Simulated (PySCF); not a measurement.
# FGeH7Si2: the cost of one run

Programs: PySCF 2.14.0, with density-fitted response routines of our own. Each step states its level of theory. These are calculated values for one molecule in the gas phase, unless marked as measured. Atoms count from 0, in the outputs and in this text.

## Step 1: The molecule as given

11 atoms, charge 0, multiplicity 1; geometry from: GFN2-xTB. The atoms were then displaced at random by about 0.01 Å, so the start is not that level's minimum.

Bonds of the start (Å): F0–Si1 1.62, Si1–Si2 2.33, Si2–Ge3 2.29, Si1–H4 1.45, Si1–H5 1.45, Si2–H6 1.46, Si2–H7 1.48, Ge3–H8 1.53, Ge3–H9 1.50, Ge3–H10 1.53.

## Step 2: Relaxing the molecule at PBE0-D3(BJ)/def2-SVP

The job: settings as JSON, then the geometry in Å.

```
{"job": {"xc": "PBE0", "basis": "def2-SVP", "d3": "d3bj", "grid": 1, "shake": 0.01, "kind": "geom"}, "charge": 0, "multiplicity": 1}
F      2.941130    -0.347910    -0.993650
Si     1.873340    -0.571150     0.208190
Si     0.119690     0.927230    -0.092590
Ge    -1.925890    -0.105050    -0.076610
H      2.705790    -0.382370     1.385480
H      1.541300    -1.976920     0.066780
H      0.260320     1.688480    -1.335750
H      0.151140     1.948590     0.977530
H     -2.332270    -0.776350     1.236210
H     -2.147320    -1.209210    -1.069050
H     -3.149120     0.778830    -0.322220
```

Started as:

```sh
OMP_NUM_THREADS=1 python probes_run.py task.json out
```

One launch serves the whole session: the jobs run in the order shown.

**Question.** How long does this first job take on 1 thread of Arm Neoverse V1, shared host, and how much memory does it need?

About 2 min, with a peak of 0.49 GiB.
